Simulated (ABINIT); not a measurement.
Input of an ABINIT 10.8.3 (patched build) run:

Contents of run.abi:

```
pp_dirpath "./"
pseudos "Pd.GGA_PBE-JTH.xml, Ti.GGA_PBE-JTH.xml"

acell 4.9617268449 4.9617268449 4.9617268449 Angstrom
rprim
    -0.3300056717     0.3300056717     0.8844164818
     0.3300056717    -0.3300056717     0.8844164818
     0.3300056717     0.3300056717    -0.8844164818
ntypat 2
znucl 46 22
natom 3
typat 1 1 2
xred
     0.3612590000     0.3427680000     0.0091180000
     0.6537760000     0.6616720000     0.0082410000
    -0.0109560000    -0.0026790000    -0.0019090000
chkprim 0
chksymtnons 0
tolsym 1.0e-6

ecut 22.0
pawecutdg 44.0
pawxcdev 0

kptopt 1
ngkpt 11 11 11
nshiftk 1
shiftk 0.0 0.0 0.0

ixc -116133

nband 29
occopt 3
tsmear 0.05 eV

nstep 100
tolvrs 1.0e-9

iomode 3
prtwf 0
prtden 0
prteig 0
prtebands 0
```

Potentials or basis: JTH PAW PBE v2.0.

The run is started by

```console
$ abinit run.abi > log 2>&1
```

Estimate the largest force.

0.659 eV/Å.

Predict the pressure.

-7.0 GPa.

Forces in eV/Å, atoms in the order of the input:
```
Pd   0.127 -0.231 -0.604
Pd  -0.092  0.025  0.305
Ti  -0.035  0.206  0.299
```

Caveat: the PAW data sets were made with another functional, which shifts forces and pressure a little.
